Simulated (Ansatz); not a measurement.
Lu₂SeO₂, space group P-3m1: relaxations under a series of pressures, run with Ansatz 0.2.0 through its Python package.

`compress_lu2seo2.py`
```python
"""Cell of Lu2SeO2 under pressure."""

import ansatz as az
from ase import Atoms
import numpy as np
import pandas as pd

def edges_and_angles(cell):
    cell = np.asarray(cell)
    a, b, c = np.linalg.norm(cell, axis=1)
    cosines = cell[1] @ cell[2] / (b * c), cell[0] @ cell[2] / (a * c), cell[0] @ cell[1] / (a * b)
    return (a, b, c, *np.degrees(np.arccos(cosines)))

atoms = Atoms(
    ["Lu", "Lu", "Se", "O", "O"],
    scaled_positions=[
        (1 / 3, 2 / 3, 0.2932),
        (2 / 3, 1 / 3, 0.7068),
        (0.0, 0.0, 0.0),
        (1 / 3, 2 / 3, 0.6251),
        (2 / 3, 1 / 3, 0.3749),
    ],
    cell=[
        (3.71608, 0.0, 0.0),
        (-1.85804, 3.21822, 0.0),
        (0.0, 0.0, 6.64684),
    ],
    pbc=True,
)
cell = az.Crystal.from_ase(atoms)

base = (
    cell.calculation()
    .basis(18 * az.Ha)
    .functional("PBEsol")
    .occupations(az.OccupationsMethod.FIXED)
    .kpoints(mesh=(6, 6, 4))  # the mesh must be finer for metals
    .scf(max_iterations=65)
)

# H = F + PV, with 1 GPa A^3 = 1/160.21766 eV
rows = []
for pressure in [0, 2, 4, 6, 8]:
    out = base.relax(cell=True, pressure=pressure, force_tolerance=0.05, max_steps=30).run()
    cell = out.lattice.cell_ang
    n_atoms = len(out.lattice.sites)
    volume = abs(np.linalg.det(cell)) / n_atoms
    enthalpy = out.report["free_energy_ev"] / n_atoms + pressure * volume / 160.21766
    rows.append((pressure, volume, enthalpy, *edges_and_angles(cell)))
    print(f"{pressure} GPa done: {volume:.4f} A^3/atom")

table = pd.DataFrame(rows, columns=["P_GPa", "V_A3_atom", "H_eV_atom", "a", "b", "c", "alpha", "beta", "gamma"])
print(table.round(4).to_string(index=False))
p, v = np.array([row[0] for row in rows], float), np.array([row[1] for row in rows])
print("mean bulk modulus between rows (GPa):", np.round(-np.diff(p) / np.diff(np.log(v)), 1))
```

Its results, one of them left out:

| P (GPa) | relaxed V (Å³/atom) |
| --- | --- |
| 0 | 15.878 |
| 2 | 15.637 |
| 4 | ? |
| 6 | 15.209 |
| 8 | 15.015 |

What volume does the cell relax to at 4 GPa?

Murnaghan's form V = V0 (1 + B' P / B0)^(-1/B') through the 4 rows shown gives V0 = 15.878 Å³, B0 = 126.9 GPa and B' = 4.26, and so 15.415 Å³ an atom at 4 GPa. The run gave 15.415 Å³, 0.00 % away.

Caveats:
- At a fixed pressure a relaxation lowers the enthalpy F + PV, while F alone can rise.
- This cell is a computed structure, which may not be the phase found in nature.
- Symmetry holds the cell in this phase, whether or not it is the stable one at each pressure.
- Run time: 3.4 min on 1 thread of Arm Neoverse V2 (shared host), peak memory 0.57 GiB.
